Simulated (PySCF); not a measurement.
# IO2F: relaxation and vibrations of the singlet

Where does singlet IO2F go from a T-shaped (ligand arrangement 2) start, is the end point a minimum, and what are its modes, charges and moments?

Method: PBE0, basis I def2-TZVP with ECP28, O def2-TZVP, F def2-TZVP, scalar-relativistic core potentials, no spin–orbit coupling, density fitting; program: PySCF 2.14.0.

### 1 Where the work starts

4 atoms, charge 0, spin multiplicity 1.

Bond lengths: I1–O2 1.860 Å, I1–O3 1.860 Å, I1–F4 1.970 Å. Angles: O2–I1–O3 88.0°, O2–I1–F4 88.0°, O3–I1–F4 176.0°.

Z-matrix (Å, degrees; charge 0 multiplicity 1):
```
I
O  1 1.8600
O  1 1.8600 2 88.00
F  1 1.9700 2 88.00 3 180.00
```

### 2 Relaxing the singlet from the T-shaped (ligand arrangement 2) start

One driver script runs all steps and calls PySCF; scf.py shows how it sets up the SCF of each step. The optimiser is the driver's own. Before each start the driver seeks the lowest SCF state from one or more starting densities and follows internal instabilities, so scf.py alone need not reach the same state.

The program finds Cs symmetry in the start, which this walk keeps. Threshold on the gradient: 0.0003 Eh/bohr, with a further test on the energy change.

Input file scf.py:

```python
from pyscf import gto, scf, dft
mol = gto.M(atom='''
I     -0.043122     0.000000    -0.180422
O     -0.043122     0.000000     1.679578
O     -1.902022     0.000000    -0.115522
F      1.925678     0.000000    -0.111622''',
    basis={'I': 'def2-TZVP', 'O': 'def2-TZVP', 'F': 'def2-TZVP'},
    ecp={'I': 'def2-TZVP'},
    charge=0, spin=0)
mf = dft.RKS(mol, xc='PBE0')
mf.grids.atom_grid = (50, 194)
aux = {'I': 'def2-universal-JKFIT', 'O': 'def2-universal-JKFIT', 'F': 'def2-universal-JKFIT'}
mf = mf.density_fit(auxbasis=aux)
mf.kernel()
```

Further steps of the session: Frequencies; Following the imaginary mode; Frequencies.

Q: Predict the outcome of this session. Wanted: minimum; geometry; wavenumbers; dipole moment; highest occupied, lowest empty level; polar-tensor charge of I1; zero-point energy; atomisation energy.

As calculated:

| quantity | value |
| --- | --- |
| minimum | singlet, Cs |
| geometry | I–F 1.895 Å, I–O 1.748 Å (×2); F–I–O 100.3° (×2), O–I–O 108.8° |
| wavenumbers (cm⁻¹) | 218 (a''), 256 (a'), 322 (a'), 602 (a'), 932 (a'), 958 (a'') |
| dipole moment | 3.87 D |
| highest occupied, lowest empty level | -9.41, -3.19 eV |
| polar-tensor charge of I1 | +1.78 e |
| zero-point energy | 19.7 kJ/mol |
| entropy at 298.15 K | 303.3 J/(mol K) |
| atomisation energy (no zero-point energy) | 793 kJ/mol |

In words: From Cs at the start the molecule goes to a Cs minimum, after a first stop at a saddle point 147.5 kJ/mol higher, from which it was pushed off along an imaginary mode. In the infrared the band at 602 cm⁻¹ (a', stretch) leads. Other starts or spin states, not run here, may lie lower. Spin–orbit coupling is left out.
